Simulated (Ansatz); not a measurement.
# Ti2SeS: the cost of one run

Method: DFT PBE, scalar-relativistic, plane waves, PAW, unless a step names another level, in Ansatz 0.2.0.

## (1) The structure to begin with

It takes space group P-6m2 (No. 187, hexagonal). Conventional cell: a = 3.342 Å, b = 3.342 Å, c = 6.627 Å, α = 90.00°, β = 90.00°, γ = 120.00°. Ti (site symmetry 3m) is surrounded by 3 S at 2.49 Å and 3 Se at 2.60 Å. Se (site symmetry -6m2) has 6 Ti at 2.60 Å as nearest neighbours. Around S (site symmetry -6m2) lie 6 Ti at 2.49 Å.

Coordinates:

```cif
data_structure
_symmetry_space_group_name_H-M 'P 1'
_symmetry_Int_Tables_number 1
_cell_length_a 3.3422
_cell_length_b 3.3422
_cell_length_c 6.6270
_cell_angle_alpha 90.000
_cell_angle_beta 90.000
_cell_angle_gamma 120.000
_cell_volume 64.11
loop_
_atom_site_label
_atom_site_type_symbol
_atom_site_fract_x
_atom_site_fract_y
_atom_site_fract_z
_atom_site_occupancy
Ti1 Ti 0.00000 0.00000 0.23800 1
Ti2 Ti 0.00000 0.00000 0.76200 1
Se1 Se 0.33333 0.66667 0.50000 1
S1 S 0.33333 0.66667 0.00000 1
```

It came out lowest among 23 distinct ends of the trial cells. At a tolerance of 0.05 Å it has space group P-6m2 (No. 187).

## (2) A stricter relaxation, on the response runs' mesh and smearing

Contents of input.yaml:

```yaml
crystal:
  lattice:
    - [3.3421751103, 0.0, 0.0]
    - [-1.6710875552, 2.8944085494, 0.0]
    - [0.0, 0.0, 6.6269985836]
  atoms:
    - { symbol: Ti, position: [0.0, 0.0, 0.2379978993] }
    - { symbol: Ti, position: [0.0, 0.0, 0.7620021007] }
    - { symbol: Se, position: [0.3333333333, 0.6666666667, 0.5] }
    - { symbol: S, position: [0.3333333333, 0.6666666667, 0.0] }
basis:
  ecutwfc: 420
kpoints:
  mp_grid: { grid: [12, 12, 6] }
hamiltonian:
  xc: pbe
scf:
  occupations: { method: gaussian, width: 0.1 }
output:
  forces: true
  stress: true
  eigenvalues: true
relax:
  adjacent_minimum: "off"
  f_tol: 0.001
  max_steps: 60
  cell: { stress_tol: 0.01 }
```

Started as:

```console
$ ansatz run input.yaml --threads 3 --pin off --max-ram 7680MiB --backend cpu --events-out ev --progress --plain --runs-dir out
```

Q: Estimate wall time and peak memory on 3 threads of Intel Xeon at 2.50GHz (Skylake/Cascade Lake), shared host.

About 30 s, with a peak of 0.47 GiB.
